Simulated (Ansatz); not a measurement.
# Fe: the cost of one run

Method: DFT LDA, scalar-relativistic, in Ansatz 0.2.0.

## (1) The structure to begin with

It takes space group Fmmm (No. 69, orthorhombic). The conventional cell has a = 2.997 Å, b = 3.883 Å, c = 3.930 Å, α = 90.00°, β = 90.00°, γ = 90.00°. Fe (site symmetry mmm) has 12 Fe at 2.45 to 2.76 Å as nearest neighbours.

As a file:

```xyz
1
Lattice="0.0000 1.9417 1.9651 1.4984 0.0000 1.9651 1.4984 1.9417 0.0000" Properties=species:S:1:pos:R:3 pbc="T T T"
Fe    0.0000    0.0000    0.0000
```

The cell is one relaxed in the Materials Project, used as it stands.

## (2) LAPW, all electrons

The input, input.yaml:

```yaml
crystal:
  lattice:
    - [0.0, 1.9417396906, 1.9651051623]
    - [1.4984397099, 0.0, 1.9651051623]
    - [1.4984397099, 1.9417396906, 0.0]
  atoms:
    - { symbol: Fe, position: [0.0, 0.0, 0.0], spin: 3.0 }
magnetization:
  spin_polarized: true
kpoints:
  mp_grid: { grid: [16, 16, 16] }
  band_path:
    path:
      - [0.0, 0.0, 0.0]
      - [0.5, 0.0, 0.5]
      - [0.5, 0.246480624, 0.746480624]
      - [0.5, 0.753519376, 0.253519376]
      - [0.5, 0.5, 0.0]
      - [0.9257107586, 0.5, 0.4257107586]
      - [0.0742892414, 0.5, 0.5742892414]
      - [0.0, 0.5, 0.5]
      - [0.076087883, 0.576087883, 0.5]
    npoints: 14
scf:
  occupations: { method: fermi_dirac, width: 0.05 }
hamiltonian:
  xc: lda
  pseudopotentials: { kind: all_electron, lapw: { basis_error: 0.0005 } }
output:
  forces: true
  stress: true
  eigenvalues: true
  populations: true
  dos: { projected: true, de: 0.2, e_range: [-14, 8] }
```

On the command line:

```
> ansatz run input.yaml --threads 1 --pin off --max-ram 3072MiB --backend cpu --events-out ev --progress --plain --runs-dir out
```

**Question.** How long does this run take on 1 thread of Intel Xeon Platinum 8488C (Sapphire Rapids), shared host, and how much memory does it need?

About 80 s, with a peak of 1 GiB.
